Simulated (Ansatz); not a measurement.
**AlGeNH4O (SMILES [NH2][GeH]1[O][AlH]1) at 6 levels**

Aim: a comparison of 6 runs (HF/6-31G*, CAM-B3LYP/6-31G*, SVWN5/6-31G*, MP2/6-31G*, BCCD(T)/6-31G*, CCSD(T)/6-31G*) of AlGeNH4O. 

The calculation is run with Ansatz 0.2.0.

128 further runs of the same task are left out: 128 set aside as unsound or not needed.

### Step 1. Starting point

AlGeNH4O: 8 atoms, total charge 0, spin state singlet. As SMILES, `[NH2][GeH]1[O][AlH]1`. The N1–H5 distance was set to 1.514 Å, away from the relaxed value. At this shape a bond of the SMILES string is far longer than usual.

Bond lengths: N1–Ge2 1.822 Å, Ge2–O3 1.896 Å, Ge2–Al4 2.331 Å, O3–Al4 1.699 Å, N1–H6 1.008 Å, Ge2–H7 1.543 Å, Al4–H8 1.577 Å. Some angles: N1–Ge2–O3 114.7°, N1–Ge2–Al4 126.9°, O3–Ge2–Al4 46.0°, Ge2–O3–Al4 80.7°, Ge2–Al4–O3 53.4°, N1–Ge2–H7 103.9°, O3–Ge2–H7 108.8°, Al4–Ge2–H7 128.4°, Ge2–N1–H6 117.5°, Ge2–Al4–H8 168.5°. A long bond or contact: N1–H5 1.514 Å.

### Step 2. A single-point energy at HF/6-31G(d) (spherical functions) (run 1)

The input, in.yaml:

```yaml
crystal:
  periodic: [false, false, false]
  atoms:
    - symbol: "N"
      position_ang: [-1.169755, 0.857386, 0.465649]
    - symbol: Ge
      position_ang: [0.070045, -0.472914, 0.578149]
    - symbol: O
      position_ang: [1.008445, -0.819014, -1.032251]
    - symbol: Al
      position_ang: [0.262445, -2.329914, -0.817851]
    - symbol: H
      position_ang: [-0.662600, 2.276400, 0.611900]
    - symbol: H
      position_ang: [-1.851155, 0.798186, -0.274851]
    - symbol: H
      position_ang: [1.068845, 0.038886, 1.636649]
    - symbol: H
      position_ang: [0.182645, -3.717114, -1.564351]
basis:
  gaussian:
    orbitals: 6-31G_st_-spherical.json
hamiltonian:
  xc: hf
accuracy: high
output:
  orbitals: {seedname: orbitals}
```

The basis set 6-31G* is read from a file made from the Basis Set Exchange's data (not shown).

The run is started by

```sh
$ ansatz run in.yaml --threads 1 --pin off --max-ram 3480MiB --events-out events.jsonl --progress --plain --runs-dir runs
```

Log:

```text
Warning: RAYON_NUM_THREADS=1 ignored (pool sized by the plan → 1); use --threads N
Functional definition: HF
  name "HF"
  exchange = exact_x
  correlation = 0
1870 factors; integrals over basis functions are off by at most 4.6e-9 eV
mean field evaluation 1: about -66621.4699 eV, gradient 5.2e1 eV
mean field evaluation 2: about -66621.5611 eV, gradient 5.2e1 eV
mean field evaluation 4: about -66627.7837 eV, gradient 4.7e0 eV
mean field evaluation 8: about -66627.8916 eV, gradient 5.1e-1 eV
mean field evaluation 16: about -66627.8935 eV, gradient 1.8e-8 eV
mean field -66627.89347791 eV, -2448.5299233049 hartree, gradient 1.8e-8 eV, S^2 0.000000; 0 other end points of the search recorded, 0 dependent functions left out
reference -66627.89347791 eV, -2448.5299233049 hartree; 32, 32 occupied and 54, 54 virtual orbitals, 1870 factors
Total energy: -66627.89347791 eV, -2448.5299233049 hartree
```

Wall time 3.3 s (1 thread of Arm Neoverse V2, shared host); peak memory 0.26 GiB.

### Step 3. The energy at CAM-B3LYP/6-31G(d) (spherical functions) (run 2)

in.yaml, as its differences from that of step 2:

```diff
@@ -3,3 +3,3 @@
   atoms:
-    - symbol: "N"
+    - symbol: N
       position_ang: [-1.169755, 0.857386, 0.465649]
@@ -23,5 +23,4 @@
 hamiltonian:
-  xc: hf
+  xc: {name: CAM-B3LYP}
 accuracy: high
-output:
-  orbitals: {seedname: orbitals}
+output: {orbitals: {seedname: orbitals}}
```

The basis set 6-31G* is read from a file made from the Basis Set Exchange's data (not shown).

The run is started by

```sh
$ ansatz run in.yaml --threads 1 --pin off --max-ram 3480MiB --events-out events.jsonl --progress --plain --runs-dir runs
```

Log:

```text
Warning: RAYON_NUM_THREADS=1 ignored (pool sized by the plan → 1); use --threads N
Functional definition: CAM-B3LYP
  name "CAM-B3LYP"
  parameter alpha = 0.19
  parameter beta = 0.46
  parameter omega = 0.33/bohr
  parameter ac = 0.81
  exchange = (1 - alpha - beta)*b88_x + beta*b88_x_sr(omega) + alpha*exact_x + beta*exact_x_lr(omega)
  correlation = (1 - ac)*vwn5_c + ac*lyp_c
1870 factors; integrals over basis functions are off by at most 4.6e-9 eV
446 factors; integrals over basis functions are off by at most 2.6e-9 eV
mean field evaluation 1: about -66697.4049 eV, gradient 7.6e1 eV
mean field evaluation 2: about -66658.5015 eV, gradient 1.5e2 eV
mean field evaluation 4: about -66708.5601 eV, gradient 1.4e1 eV
mean field evaluation 8: about -66709.1110 eV, gradient 6.6e-1 eV
mean field evaluation 16: about -66709.1119 eV, gradient 3.0e-4 eV
mean field -66709.11190296 eV, -2451.5146453736 hartree, gradient 8.0e-8 eV, S^2 0.000000; 0 other end points of the search recorded, 0 dependent functions left out
reference -66709.11192376 eV, -2451.5146461381 hartree; 32, 32 occupied and 54, 54 virtual orbitals, 1870 factors
Total energy: -66709.11192376 eV, -2451.5146461381 hartree
```

It took 11 s on 1 thread of Arm Neoverse V2, shared host; peak memory 0.36 GiB.

Runs 3 to 5 aren't shown in full; the table further down has their settings and results.

### Step 4. The energy at CCSD(T)/6-31G(d) (spherical functions) (run 6)

The input, job.yaml:

```yaml
crystal:
  periodic: [false, false, false]
  atoms:
    - symbol: N
      position_ang: [-1.169755, 0.857386, 0.465649]
    - symbol: Ge
      position_ang: [0.070045, -0.472914, 0.578149]
    - symbol: O
      position_ang: [1.008445, -0.819014, -1.032251]
    - symbol: Al
      position_ang: [0.262445, -2.329914, -0.817851]
    - symbol: H
      position_ang: [-0.662600, 2.276400, 0.611900]
    - symbol: H
      position_ang: [-1.851155, 0.798186, -0.274851]
    - symbol: H
      position_ang: [1.068845, 0.038886, 1.636649]
    - symbol: H
      position_ang: [0.182645, -3.717114, -1.564351]
basis:
  gaussian: {orbitals: 6-31G_st_-spherical.json}
scf: {omitted_lower_state_checks: [cluster_reference, increment]}
correlation: {method: ccsd_t, frozen_orbitals: {Al: 5, Ge: 9, H: 0, "N": 1, O: 1}}
total_charge: 0
accuracy: high
```

The basis set 6-31G* is read from a file made from the Basis Set Exchange's data (not shown).

The run is started by

```sh
$ ansatz run job.yaml --threads 1 --pin off --max-ram 3480MiB --events-out events.jsonl --progress --plain --runs-dir runs
```

Log:

```text
Warning: RAYON_NUM_THREADS=1 ignored (pool sized by the plan → 1); use --threads N
[... 12 lines left out ...]
16 core orbitals not correlated: weight in the atoms' cores, before any rotation towards them, 1.000 or more for the frozen orbitals, at most 0.000 for the correlated occupied ones
[... 29 lines left out ...]
Total energy: -66646.96219410 eV, -2449.2306856999 hartree
Checks for a lower state left out: cluster_reference, increment
```

Wall time 21 s (1 thread of Arm Neoverse V2, shared host); peak memory 0.44 GiB.

### Step 5. Overview of the runs

```csv
run,level,frozen core orbitals,energy (Eh),wall time
1,HF/6-31G* (spherical functions),–,-2448.529923,3.3 s
2,CAM-B3LYP/6-31G* (spherical functions),–,-2451.514646,11 s
3,SVWN5/6-31G* (spherical functions),–,-2446.257420,4.8 s
4,MP2/6-31G* (spherical functions),16,-2449.196168,4.2 s
5,BCCD(T)/6-31G* (spherical functions),16,-2449.231174,29 s
6,CCSD(T)/6-31G* (spherical functions),16,-2449.230686,21 s
```

### Step 6. What came out

| quantity | value |
| --- | --- |
| run 6: total energy | -2449.23069 Eh |
| run 6: correlation energy (16 core orbitals frozen) | -700.8 mEh |
| run 6: (T) correction | -20.56 mEh |
| run 6: T1 diagnostic | 0.018 |

What this shows: Below the HF energy at the same shape and in the same basis (6-31G*): MP2 -666.2 mEh; BCCD(T) -701.3 mEh; CCSD(T) -700.8 mEh. Over runs 1, 2, 3 the HOMO–LUMO gap runs from 2.80 eV (SVWN5/6-31G*) to 9.92 eV (HF/6-31G*). Exact exchange widens orbital gaps. Totals of different functionals can't be ranked against each other. In runs 4, 5, 6 the log says that unrestricted orbitals would lower the reference, so the values rest on an unstable closed-shell determinant (other closed-shell runs at this shape may share the fault). All runs together took 73 s, the longest 29 s.
